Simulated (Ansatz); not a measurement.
# Br3Li4: the cost of one run

Computed with Ansatz 0.2.0, Gaussian basis. Level: the settings change from run to run.

## 1. The relaxed structure

An earlier r2SCAN-D4/def2-SVP relaxation fixed the geometry.

7 atoms, charge 1, spin multiplicity 1.

Atoms are counted from 1 here; the program's logs count them from 0.

Bond lengths: Li1–Br5 2.443 Å, Li1–Br6 2.443 Å, Li2–Br5 2.443 Å, Li2–Br7 2.443 Å, Li3–Br6 2.443 Å, Li3–Br7 2.443 Å, Li4–Br5 2.533 Å, Li4–Br6 2.533 Å, Li4–Br7 2.533 Å. Angles: Br5–Li1–Br6 105.7°, Br5–Li2–Br7 105.7°, Br6–Li3–Br7 105.6°, Br5–Li4–Br6 100.4°, Br5–Li4–Br7 100.4°, Br6–Li4–Br7 100.4°, Li1–Br5–Li2 114.2°, Li1–Br5–Li4 76.3°, Li2–Br5–Li4 76.3°, Li1–Br6–Li3 114.2°, Li1–Br6–Li4 76.3°, Li3–Br6–Li4 76.3°, Li2–Br7–Li3 114.2°, Li2–Br7–Li4 76.3°, Li3–Br7–Li4 76.3°.

## 2. r2SCANh/pcseg-2

Options: charge 0, multiplicity 2, restricted open-shell orbitals, D3(BJ) with three-body dispersion.

in.yaml

```yaml
crystal:
  periodic: [false, false, false]
  atoms:
    - {symbol: Li, position_ang: [-0.776781, -2.305071, 0.274617]}
    - {symbol: Li, position_ang: [1.615364, 0.287929, -1.816540]}
    - {symbol: Li, position_ang: [-1.803278, 1.655794, -0.009627]}
    - {symbol: Li, position_ang: [0.694949, 0.260535, 1.118006]}
    - {symbol: Br, position_ang: [1.496342, -1.652170, -0.336959]}
    - {symbol: Br, position_ang: [-1.748568, -0.354120, 1.377740]}
    - {symbol: Br, position_ang: [0.521962, 2.107113, -0.607237]}
basis:
  gaussian: {orbitals: pcseg-2}
magnetization: {spin_polarized: false, initial_magnetization: 1}
hamiltonian: {xc: {name: r2SCANh}, dispersion: d3bjatm}
scf: {omitted_lower_state_checks: [starts]}
output: {forces: true}
```

Run with:

```
$ ansatz run in.yaml --threads 4 --pin off --events-out ev --progress --plain --max-ram 3916MiB
```

**Question.** How long does this run take on 4 threads of Arm Neoverse V1, shared host, and how much memory does it need?

About 30 s, with a peak of 0.89 GiB.
